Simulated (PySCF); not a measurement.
# BeSb: from the state search to spectroscopic constants

The task here is to estimate one member of a computed series from the others.

Computed with PySCF 2.14.0. Level: Be x2c-SVPall, Sb x2c-SVPall, spin-free X2C with a Gaussian nucleus.

Set-up of the first run:

The job is set up so:

| Quantity | Value |
| --- | --- |
| atoms | Be, Sb |
| charge | 0 |
| basis | Be x2c-SVPall, Sb x2c-SVPall |
| Hamiltonian | spin-free X2C with a Gaussian nucleus |
| basis functions | 45 |
| electrons treated | 55 |
| masses in u | 9.0122, 120.9038 |
| levels | PBE0, PBE, r²SCAN, B2PLYP, LDA, M06-L, CAM-B3LYP, HF, MP2, SCS-MP2, CCSD, CCSD(T) |
| grid | 80 radial by 434 angular points |
| occupations | held fixed by the projection of orbital angular momentum |
| dissociation limit | Be + Sb, each in its ground configuration |
| starting distance in angstrom | 2.325 |
| values of 2S to try | 1, 3 |

Launch:

```
> OMP_NUM_THREADS=1 python dia.py task.json out
```

Steps of the session up to this table: The job; PBE0 along the bond; Other states along the same grid; PBE (GGA); r²SCAN; B2PLYP (double hybrid); LDA (local density); M06-L (meta-GGA); CAM-B3LYP (range-separated hybrid); UHF (mean field); MP2 and coupled cluster.

One table of the session follows, with a row left open; its other results are not shown here.

Energy (eV) from each level's lowest point:

| R (Å) | UHF | UHF-MP2 | UHF-SCS-MP2 | UHF-CCSD | UHF-CCSD(T) |
| --- | --- | --- | --- | --- | --- |
| 2.071 | 0.663 | 0.662 | 0.691 | n/a | n/a |
| 2.167 | 0.310 | 0.311 | 0.332 | 0.366 | 0.372 |
| 2.264 | 0.109 | 0.109 | 0.123 | 0.150 | 0.154 |
| 2.336 | 0.031 | 0.031 | 0.039 | 0.059 | 0.061 |
| 2.408 | 0.000 | 0.000 | 0.001 | 0.013 | 0.014 |
| 2.480 | ? | ? | ? | ? | ? |
| 2.577 | 0.052 | 0.053 | 0.039 | 0.019 | 0.018 |
| 2.697 | 0.147 | 0.154 | 0.130 | 0.075 | 0.075 |
| 2.841 | 0.276 | 0.302 | 0.268 | 0.156 | 0.160 |
| 3.034 | 0.419 | 0.484 | 0.438 | n/a | n/a |

**Question.** Estimate the row for R (Å) = 2.480.

Worked estimate for «UHF». A straight line through the neighbours (2.408, 0.000) and (2.577, 0.052) gives 0.000 + (0.052 − 0.000) × (2.480 − 2.408) / (2.577 − 2.408) = 0.022; a parabola fitted to 4 rows on both sides gives 0.009.

As computed: UHF: 0.005; UHF-MP2: 0.005; UHF-SCS-MP2: 0.000; UHF-CCSD: 0.000; UHF-CCSD(T): 0.000. In «UHF» the line misses by +0.017 and the parabola by +0.004.

Caveats from the session: At some levels the lowest empty orbital lies below the highest filled one (the two can be of opposite spin).
